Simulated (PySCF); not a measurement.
# C5H7BrO: magnetic properties

Aim: compute the magnetic properties of C5H7BrO (`C[C@@H]1C=C(Br)CO1`).

Computed with PySCF 2.14.0 and routines of our own; the level stands in each step. Atoms count from 0.

## 1. The starting structure

14 atoms, charge 0, multiplicity 1; geometry from: GFN2-xTB.

## 2. Magnetic properties: GIAO HF/pcSseg-1

What the job is given:

```
{"job": {"kind": "mag", "xc": "HF", "basis": "pcSseg-1", "isotopologues": 2}, "charge": 0, "multiplicity": 1}
C     -1.871012     0.058405     0.219370
C     -0.602584    -0.510714    -0.421926
C      0.425248    -0.887067     0.605867
C      1.479550    -0.103843     0.454477
Br     3.057311    -0.070284     1.470182
C      1.280879     0.841082    -0.691104
O      0.040467     0.462889    -1.248753
H     -2.542890     0.409485    -0.558406
H     -2.369340    -0.709403     0.804634
H     -1.618638     0.894635     0.866912
H     -0.870638    -1.365337    -1.059941
H      0.268148    -1.654368     1.338356
H      2.066381     0.746666    -1.451875
H      1.256441     1.887380    -0.349960
```

Level: GIAO HF/pcSseg-1 magnetisability, rotational g tensor and spin-rotation constants, non-relativistic, gas phase.

Launch:

```
OMP_NUM_THREADS=1 python excited_run.py task.json out
```

The driver reads the jobs from task.json and runs them one after another.

Log:

```text
final grid: 117928 points
cycle   1  E = -2840.1813919623  dE =  5.350e-01  |g| = 7.630e-01  |ddm| = 3.465e+00
cycle   2  E = -2840.2797542111  dE = -9.836e-02  |g| = 4.090e-01  |ddm| = 8.117e-01
cycle   3  E = -2840.3118737792  dE = -3.212e-02  |g| = 8.762e-02  |ddm| = 3.699e-01
cycle   4  E = -2840.3142290929  dE = -2.355e-03  |g| = 2.716e-02  |ddm| = 1.136e-01
cycle   5  E = -2840.3144308031  dE = -2.017e-04  |g| = 5.952e-03  |ddm| = 3.950e-02
cycle   6  E = -2840.3144514599  dE = -2.066e-05  |g| = 2.608e-03  |ddm| = 1.369e-02
cycle   7  E = -2840.3144550170  dE = -3.557e-06  |g| = 9.255e-04  |ddm| = 5.796e-03
cycle   8  E = -2840.3144556021  dE = -5.852e-07  |g| = 3.551e-04  |ddm| = 2.294e-03
cycle   9  E = -2840.3144556730  dE = -7.094e-08  |g| = 9.143e-05  |ddm| = 8.616e-04
cycle  10  E = -2840.3144556789  dE = -5.864e-09  |g| = 3.814e-05  |ddm| = 2.156e-04
cycle  11  E = -2840.3144556799  dE = -9.704e-10  |g| = 1.473e-05  |ddm| = 8.387e-05
converged SCF energy = -2840.3144556799

Magnetisability tensor (1e-30 J/T^2)
    -1447.76       15.71       10.08
       15.71    -1361.93      -75.00
       10.08      -75.00    -1354.31
isotropic -1388.00   principal values   -1460.25  -1420.79  -1282.95
isotropic susceptibility -83.587 1e-6 cm^3/mol

Inertial axes            a          b          c
rot. const./GHz      5.1677     0.8523     0.7730
chi total           -85.614    -78.863    -86.285
chi diamagnetic    -353.327  -1410.477  -1555.972
chi paramagnetic    267.714   1331.614   1469.687
quadrupole/D A       -1.771      2.027     -0.256
g nuclear            0.6228     0.5251     0.5296
g electronic        -0.6499    -0.5332    -0.5337
g total             -0.0271    -0.0081    -0.0041

Spin-rotation constants (kHz, H = +C I.J)
atom  isotope        aa         bb         cc
  4   79Br        1.388      1.482      0.990
  7     1H        0.000     -0.072     -0.086
  8     1H       -0.571      0.007     -0.084
  9     1H       -0.450     -0.104      0.003
 10     1H       -0.273     -0.096      0.019
 11     1H       -0.498      0.068     -0.086
 12     1H       -0.503      0.006     -0.044
 13     1H       -0.582     -0.069      0.036
  0    13C*       0.739      0.120      0.106
  1    13C*       1.233      0.144      0.191
  2    13C*       2.007      0.341      0.138
  3    13C*       2.227      0.277      0.143
  5    13C*       0.797      0.201      0.191
  6    17O*      -0.295     -0.034     -0.091
* in the singly substituted isotopologue

Isotopologues: g along a, b, c
2H    at 7,8,9,10,11,12    -0.0221    -0.0075    -0.0038
13C   at 0                 -0.0269    -0.0079    -0.0041
```

Run time: 33 s. Hardware: 1 thread of Arm Neoverse V1, shared host; peak memory 0.79 GiB.

Key values:

```
              quantity                      value
       magnetisability           -1388·10⁻³⁰ J/T²
  molar susceptibility         -83.6·10⁻⁶ cm³/mol
rotational g (a, b, c)  -0.0271, -0.0081, -0.0041
```

Orbitals, density, ELF and potential are computed afterwards from the orbital file.

Frontier orbitals at HF/pcSseg-1, with the share of their density that lies nearest to each atom:

| orbital | energy (eV) | lies on |
| --- | --- | --- |
| HOMO | -9.61 | C2, C3 about 25 % each; Br4 25 % |
| LUMO | 3.71 | C2, C3 about 24 % each; H11 10 %; 4 H atoms about 6 % each |

ELF in a plane through or near 5 of the atoms.

Ten even steps from ' ' (0.00) to '@' (1.00):
```
                                                        
                                                        
            ....                                        
        ..==++++==..      ++**--                        
      --++##%%%%##::    **@@@@@@--                      
    ::++##%%%%%%##::    ##@@@@@@--                      
    --##%%##----**--..::++%%@@##    ..%%@@%%::          
  ..==##%%%%====##**++##++::==--    **@@@@@@**          
    ==##%%%%##**##::++++##::##**::::##@@@@@@**          
    ::++****==..==**--==----##**%%%%++##%%++..          
      ::::::    --%%@@%%....--++@@%%--++**--            
              --++::##::******----==##@@@@@@++          
            ::**##**::--##%%%%==    %%@@@@@@##          
            --******==--==%%%%**    ++@@@@@@==          
              ......    ..++**==      ====..            
                          ..::..                        
                                                        
                                                        
                                                        
                                                        
```
The map spans 11.2 Å across and 9.5 Å up, centred on the molecule. Atoms in the plane (x, y in Å): C2 (-0.3, 1.1), C3 (-1.4, 0.6), C5 (-1.4, -0.9), H7 (2.4, -1.0), H11 (0.0, 2.1).

On the surface of density 0.002 e/bohr³ the electrostatic potential runs, from the 1st to the 99th percentile, from -1.55 V near O6 to 1.23 V near H11.

## 3. Magnetic properties: GIAO B97-D/pcSseg-0 in acetone

The job, as its differences from that of step 2:

```diff
@@ -1,2 +1,2 @@
-{"job": {"kind": "mag", "xc": "HF", "basis": "pcSseg-1", "isotopologues": 2}, "charge": 0, "multiplicity": 1}
+{"job": {"kind": "mag", "xc": "B97-D", "basis": "pcSseg-0", "solvent": "acetone"}, "charge": 0, "multiplicity": 1}
 C     -1.871012     0.058405     0.219370
```

Method: GIAO B97-D/pcSseg-0 magnetisability, non-relativistic, IEF-PCM acetone.

Log:

```text
coarse grid: 55720 points
cycle   1  E = -2841.6790967021  dE = -8.923e-01  |g| = 6.426e-01  |ddm| = 4.113e+00
cycle   2  E = -2841.5015959933  dE =  1.775e-01  |g| = 1.121e+00  |ddm| = 2.145e+00
cycle   3  E = -2841.7544415820  dE = -2.528e-01  |g| = 1.399e-01  |ddm| = 1.531e+00
cycle   4  E = -2841.7578675844  dE = -3.426e-03  |g| = 7.909e-02  |ddm| = 2.481e-01
cycle   5  E = -2841.7593434969  dE = -1.476e-03  |g| = 2.746e-02  |ddm| = 1.158e-01
cycle   6  E = -2841.7595184847  dE = -1.750e-04  |g| = 5.158e-03  |ddm| = 3.328e-02
cycle   7  E = -2841.7595253645  dE = -6.880e-06  |g| = 1.235e-03  |ddm| = 9.343e-03
final grid: 117928 points
cycle   8  E = -2841.7594279053  dE =  1.330e-07  |g| = 1.595e-03  |ddm| = 5.419e-03
cycle   9  E = -2841.7594266704  dE =  1.235e-06  |g| = 2.760e-03  |ddm| = 5.789e-03
cycle  10  E = -2841.7594284471  dE = -1.777e-06  |g| = 4.862e-04  |ddm| = 3.683e-03
cycle  11  E = -2841.7594285027  dE = -5.563e-08  |g| = 1.203e-04  |ddm| = 6.633e-04
cycle  12  E = -2841.7594285064  dE = -3.686e-09  |g| = 1.510e-05  |ddm| = 1.635e-04
cycle  13  E = -2841.7594285064  dE = -3.320e-11  |g| = 1.540e-06  |ddm| = 1.671e-05
converged SCF energy = -2841.7594285064

Magnetisability tensor (1e-30 J/T^2)
    -1404.08       21.17        0.49
       21.17    -1317.55      -52.28
        0.49      -52.28    -1320.84
isotropic -1347.49   principal values   -1411.32  -1365.87  -1265.27
isotropic susceptibility -81.148 1e-6 cm^3/mol

Inertial axes            a          b          c
rot. const./GHz      5.1677     0.8523     0.7730
chi total           -83.579    -77.209    -82.655
chi diamagnetic    -351.495  -1409.721  -1555.321
chi paramagnetic    267.916   1332.512   1472.666
quadrupole/D A       -3.049      2.577      0.472
```

Wall time 13 s (1 thread of Arm Neoverse V1, shared host); peak memory 0.61 GiB.

In short:

```
            quantity               value
     magnetisability    -1347·10⁻³⁰ J/T²
molar susceptibility  -81.1·10⁻⁶ cm³/mol
```

## 4. Summary of results

| quantity | value |
| --- | --- |
| magnetisability (step 2, GIAO HF/pcSseg-1) | -1388·10⁻³⁰ J/T² |
| molar susceptibility (step 2, GIAO HF/pcSseg-1) | -83.6·10⁻⁶ cm³/mol |
| rotational g (a, b, c) (step 2, GIAO HF/pcSseg-1) | -0.0271, -0.0081, -0.0041 |
| surface potential, 1st and 99th percentile | -1.55 V and 1.23 V |

Steps that list no spin-orbit terms leave them out, which matters at and beside the heavy atoms. Vibrational averaging and real surroundings are missing from these values.
